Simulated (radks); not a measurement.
**Numerical settings for Ho⁺**

Aim: see which numerical settings matter for the holmium ion Ho+. Each run changes a setting or two against a run with the defaults. The defaults are a mesh step of 0.008 in ln r, a mesh end at 40 bohr or more, Anderson mixing 0.5 over 9 steps and a tight residual threshold, with the energy settled to 1e-9 hartree as well; every run has a cap on iterations.

Program: radks (a radial shooting solver on a logarithmic mesh, Libxc functionals) version 1. Level of theory: Dirac Kohn-Sham, PBEsol, spin-unpolarised, spherical densities, point nucleus; open shells are shared between the two j in proportion to 2j + 1. These are calculated values, not measurements, unless marked.

### 1 Starting point

```
element       : holmium (Z = 67)
charge        : +1
electrons     : 66
configuration : [Xe] 4f11 6s1
```

The outer shells:

Ho⁺
```
[Xe] core
4f [↑↓][↑↓][↑↓][↑↓][↑ ][↑ ][↑ ]
6s [↑ ]
```

### 2 Default settings

Input:

```text
Z 67
configuration [Xe] 4f11 6s1
relativity Dirac
functional pbe_sol,pbe_sol
spin unpolarised
j_filling average
nucleus point
c 137.035999084
max_iterations 67
```

Launch:

```sh
python run_ks.py task.json out
```

The same process makes all the runs of this session.

### 3 Mesh step in ln r 0.08

Changes since step 2:

```diff
@@ -8,2 +8,3 @@
 c 137.035999084
+mesh_step 0.08
 max_iterations 67
```

### 4 Mesh step in ln r 0.02

Changes since step 3:

```diff
@@ -8,3 +8,3 @@
 c 137.035999084
-mesh_step 0.08
+mesh_step 0.02
 max_iterations 67
```

### 5 Mesh step in ln r 0.2

Changes since step 4:

```diff
@@ -8,3 +8,3 @@
 c 137.035999084
-mesh_step 0.02
+mesh_step 0.2
 max_iterations 67
```

### 6 Mesh end (bohr) 8

Changes since step 5:

```diff
@@ -8,3 +8,3 @@
 c 137.035999084
-mesh_step 0.2
+mesh_end 8
 max_iterations 67
```

### 7 Mesh end (bohr) 3

Changes since step 6:

```diff
@@ -8,3 +8,3 @@
 c 137.035999084
-mesh_end 8
+mesh_end 3
 max_iterations 67
```

### 8 Residual threshold 0.01

Changes since step 7:

```diff
@@ -8,3 +8,3 @@
 c 137.035999084
-mesh_end 3
+threshold 0.01
 max_iterations 67
```

### 9 Residual threshold 0.001

Changes since step 8:

```diff
@@ -8,3 +8,3 @@
 c 137.035999084
-threshold 0.01
+threshold 0.001
 max_iterations 67
```

### 10 Mixing 0.2

Changes since step 9:

```diff
@@ -8,3 +8,3 @@
 c 137.035999084
-threshold 0.001
+mixing 0.2
 max_iterations 67
```

### 11 Mixing history 1, mixing 0.8

Changes since step 10:

```diff
@@ -8,3 +8,4 @@
 c 137.035999084
-mixing 0.2
+history 1
+mixing 0.8
 max_iterations 67
```

### 12 Mixing history 1, mixing 0.2

Changes since step 11:

```diff
@@ -9,3 +9,3 @@
 history 1
-mixing 0.8
+mixing 0.2
 max_iterations 67
```

### 13 Mixing history 3

Changes since step 12:

```diff
@@ -8,4 +8,3 @@
 c 137.035999084
-history 1
-mixing 0.2
+history 3
 max_iterations 67
```

### 14 Iteration cap 3

Changes since step 13:

```diff
@@ -8,3 +8,2 @@
 c 137.035999084
-history 3
-max_iterations 67
+max_iterations 3
```

Q: Predict the outcome of this session. Wanted: for each run, setting; iterations; converged; change of E.

The runs gave:

```
                     setting  mesh points  iterations  converged  change of E (mhartree)    time
            Default settings         2648          16        yes                       0  0.15 s
      mesh step in ln r 0.08          265           4         no                       -  0.02 s
      mesh step in ln r 0.02         1059          16        yes              +0.0001957  0.07 s
       mesh step in ln r 0.2          106           4         no                       -  0.01 s
           mesh end (bohr) 8         2275          16        yes                  +3.354  0.14 s
           mesh end (bohr) 3         2153          15         no                       -  0.12 s
     residual threshold 0.01         2648          11        yes                       0  0.12 s
    residual threshold 0.001         2648          11        yes                       0  0.12 s
                  mixing 0.2         2648          19        yes                       0  0.19 s
mixing history 1, mixing 0.8         2648          67         no                       -   1.8 s
mixing history 1, mixing 0.2         2648          67         no                       -  0.46 s
            mixing history 3         2648          18        yes                       0  0.16 s
             iteration cap 3         2648           3         no                       -  0.04 s
```

What this shows: A zero stands for a change under the printed digits. Converged yet off by more than 1 mhartree: mesh end (bohr) 8. Convergence of the cycle says nothing about the mesh. Not converged or rejected: mesh step in ln r 0.08; mesh step in ln r 0.2; mesh end (bohr) 3; mixing history 1, mixing 0.8; mixing history 1, mixing 0.2; iteration cap 3. A mesh that ends early acts as a hard wall.
